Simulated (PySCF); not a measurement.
# AuSF: one geometry, several methods and rigid scans

Aim: at the PBE0 minimum of triplet AuSF, found before, compare methods on energies and levels. Rigid scans about the minimum follow.

Computed with PySCF 2.14.0. Level: several methods, basis Au def2-TZVP with ECP60, S def2-TZVP, F def2-TZVP, scalar-relativistic core potentials, no spin–orbit coupling, density fitting.

**1. The starting structure**

3 atoms, charge 0, spin multiplicity 3.

Bond lengths: Au1–S2 2.119 Å, Au1–F3 1.918 Å. Angles: S2–Au1–F3 180.0°.

```xyz
3
charge 0 multiplicity 3
Au    0.0000    0.0000    0.1264
S     0.0000    0.0000   -1.9930
F     0.0000    0.0000    2.0448
```

**2. PBE0**

The steps are one call of a driver around PySCF; scf.py gives each level's set-up. Each SCF starts from the density of the minimum. The driver also runs the species with one electron less or more at the same geometry (one less: multiplicity 2, one more: multiplicity 2); their logs are not shown.

File scf.py:

```python
from pyscf import gto, scf, dft
mol = gto.M(atom='''
Au     0.000000    -0.000000     0.126413
S      0.000000     0.000000    -1.993041
F      0.000000    -0.000000     2.044808''',
    basis={'Au': 'def2-TZVP', 'S': 'def2-TZVP', 'F': 'def2-TZVP'},
    ecp={'Au': 'def2-TZVP'},
    charge=0, spin=2)
mf = dft.UKS(mol, xc='PBE0')
mf.grids.atom_grid = (99, 590)
aux = {'Au': 'def2-universal-JKFIT', 'S': 'def2-universal-JKFIT', 'F': 'def2-universal-JKFIT'}
mf = mf.density_fit(auxbasis=aux)
mf.kernel()
```

**3. HF**

Changes to scf.py since step 2:

```diff
@@ -9,2 +9 @@
-mf = dft.UKS(mol, xc='PBE0')
-mf.grids.atom_grid = (99, 590)
+mf = scf.UHF(mol)
```

**4. MP2**

Changes to scf.py since step 3:

```diff
@@ -12,0 +13,2 @@
+from pyscf.mp import dfump2
+dfump2.DFUMP2(mf, frozen=6).kernel()  # the driver gives MP2 a fitting basis of its own (RI)
```

**5. PBE**

Changes to scf.py since step 4:

```diff
@@ -9 +9,2 @@
-mf = scf.UHF(mol)
+mf = dft.UKS(mol, xc='PBE')
+mf.grids.atom_grid = (99, 590)
@@ -13,2 +13,0 @@
-from pyscf.mp import dfump2
-dfump2.DFUMP2(mf, frozen=6).kernel()  # the driver gives MP2 a fitting basis of its own (RI)
```

**6. r2SCAN**

Changes to scf.py since step 5:

```diff
@@ -9 +9 @@
-mf = dft.UKS(mol, xc='PBE')
+mf = dft.UKS(mol, xc='R2SCAN')
```

**7. B3LYP**

Changes to scf.py since step 6:

```diff
@@ -9 +9 @@
-mf = dft.UKS(mol, xc='R2SCAN')
+mf = dft.UKS(mol, xc='B3LYP')
```

**8. TPSSh**

Changes to scf.py since step 7:

```diff
@@ -9 +9 @@
-mf = dft.UKS(mol, xc='B3LYP')
+mf = dft.UKS(mol, xc='TPSSH')
```

**9. r2SCANh**

Changes to scf.py since step 8:

```diff
@@ -9 +9 @@
-mf = dft.UKS(mol, xc='TPSSH')
+mf = dft.UKS(mol, xc='HYB_MGGA_XC_R2SCANH')
```

**10. revPBE**

Changes to scf.py since step 9:

```diff
@@ -9 +9 @@
-mf = dft.UKS(mol, xc='HYB_MGGA_XC_R2SCANH')
+mf = dft.UKS(mol, xc='PBE_R,PBE')
```

**12. Breathing scan**

A rigid scan with PBE0: all bonds to the central atom are scaled together. Each point starts from its neighbour's orbitals, and energies count from the minimum.

**13. Stretching one bond**

A rigid scan with PBE0: the bond from Au to the last atom (F) is scaled and the rest held.

**14. Bending curve**

A rigid scan with PBE0: the S–Au–F angle changes, with bonds held.

(Steps that only read results are left out.)

What does the calculation give? Wanted: atomisation energy, range; vertical ionisation energy, range; vertical electron affinity, range; orbital gap, range; all bonds 4 % longer; one bond 20 % longer.

The runs gave:

```
                         quantity                         value
        atomisation energy, range  234 (HF) to 653 (PBE) kJ/mol
vertical ionisation energy, range   9.63 (HF) to 12.09 (MP2) eV
vertical electron affinity, range    2.41 (HF) to 3.13 (MP2) eV
               orbital gap, range   1.24 (PBE) to 10.06 (HF) eV
             all bonds 4 % longer                   12.6 kJ/mol
             one bond 20 % longer                   89.5 kJ/mol
```

What this shows: The atomisation energy spreads over 419 kJ/mol, from HF to PBE; without a CCSD(T) value for it there is no yardstick here. Spin contamination is strong in at least one of the open-shell species at PBE0, HF, MP2, r2SCAN, B3LYP, TPSSh, r2SCANh. Without diffuse functions electron affinities tend to come out too low. The well is lopsided, 17.1 kJ/mol for 4 % shorter bonds against 12.6 for 4 % longer ones. This is the lowest SCF solution found for this spin; with open d or f shells other occupations or spin states may lie lower. Spin–orbit coupling, left out here, can matter for elements this heavy.
